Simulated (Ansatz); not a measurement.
**NaLa in Ansatz: the effect of functional**

Crystal: NaLa.

```xyz
2
Lattice="3.6063 0.0000 0.0000 -1.8031 3.1231 0.0000 0.0000 0.0000 6.4838" Properties=species:S:1:pos:R:3 pbc="T T T"
La    0.0000    2.0821    3.2419
Na    0.0000    0.0000    0.0000
```

The cell comes from a database or a generator and needn't be the stable form of this composition.

Alike in all runs:

* Program: Ansatz 0.2.0
* Task: band structure
* Potentials or basis: Ansatz PAW
* k mesh: 5 × 5 × 3
* Occupations: fermi-dirac, width 0.05 eV
* Spin: no spin polarisation

```tsv
functional	cutoff	pressure (GPa)
LDA	420 eV (not typed: the program's choice for these potentials)	?
PBE	420 eV (not typed: the program's choice for these potentials)	0.2
PBEsol	420 eV (not typed: the program's choice for these potentials)	-0.9
RPBE	420 eV (not typed: the program's choice for these potentials)	1.1
revPBE	420 eV (not typed: the program's choice for these potentials)	0.9
BLYP	420 eV (not typed: the program's choice for these potentials)	1.0
r2SCAN	500 eV (not typed: the program's choice for these potentials)	0.2
```

**Question.** What does the run with functional LDA give?

**Answer.** Pressure -1.9 GPa.

Caveats: all runs use coarse meshes; the PAW data sets come from PBE, with cores solved anew for the run's functional, which leaves a small shift of forces and pressure (some runs); the magnetic or orbital state may not be the lowest (some runs).
